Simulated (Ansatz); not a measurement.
# CH₃BBrGeN, SMILES Br[B]1N=[CH][GeH2]1: energies of removing a hydrogen

Computed with the Ansatz DFT code, driven from Python.

The cells in order, each with its output:

**Cell 1**
```python
from dataclasses import dataclass

import ansatz as az


@dataclass(frozen=True)
class Options:
    basis: str = "def2-SVPD"
    functional: str = "r2scan"


settings = Options()


def total_energy(molecule, charge=0, unpaired=0):
    calc = molecule.calculation().basis(gaussian=settings.basis).functional(settings.functional)
    if charge:
        calc = calc.charge(charge)
    if unpaired:
        calc = calc.spin("collinear", total=unpaired)
    return calc.run(threads=1).report["free_energy_ev"]
```

**Cell 2**
```python
GEOMETRY = """
Br   -2.99320   -0.41040    0.67980
B    -1.10260    0.04370    0.44020
N    -0.12530    0.98840    1.12020
C     1.09230    0.74810    0.45970
Ge    0.26130   -0.55490   -0.71930
H     2.02860    1.13980    0.53600
H     0.15050   -0.03760   -2.15570
H     0.78060   -1.97420   -0.41650
"""
```

**Cell 3**
```python
def without(molecule, index):
    rest = az.Crystal.molecule()
    for i, site in enumerate(molecule.cartesian_sites):
        if i != index:
            rest = rest.atom(site.symbol, site.position_ang)
    return rest
```

**Cell 4**
```python
mol = az.Crystal.molecule()
for line in GEOMETRY.strip().splitlines():
    symbol, *xyz = line.split()
    mol = mol.atom(symbol, [float(v) for v in xyz])

whole = total_energy(mol, 0)
hydrogen = total_energy(az.Crystal.molecule().atom("H", (0, 0, 0)), 0, 1)
print(f"E(molecule) = {whole:.5f} eV, E(H) = {hydrogen:.5f} eV")
for index in [5, 7]:
    radical = total_energy(without(mol, index), 0, 1)
    print(f"H{index}: homolysis {96.485332 * (radical + hydrogen - whole):.1f} kJ/mol")
    anion = total_energy(without(mol, index), -1)
    print(f"H{index}: loss of a proton {96.485332 * (anion - whole):.1f} kJ/mol")
```
Output:
```text
E(molecule) = -129794.84114 eV, E(H) = -13.58417 eV
H5: homolysis 394.0 kJ/mol
H5: loss of a proton 1545.6 kJ/mol
H7: homolysis 311.7 kJ/mol
H7: loss of a proton 1503.2 kJ/mol
```

Total energies depend on the basis set; only differences at equal settings carry meaning. The geometry is a force-field or estimated start, not a minimum of this method, and the basis set is short of its limit. All parts are taken at fixed geometry, without zero-point energy. The spin-orbit lowering of heavy atoms is left out. Finished in 2.3 min on 1 thread of Arm Neoverse V2, with other jobs on the host, peak memory 0.38 GiB.
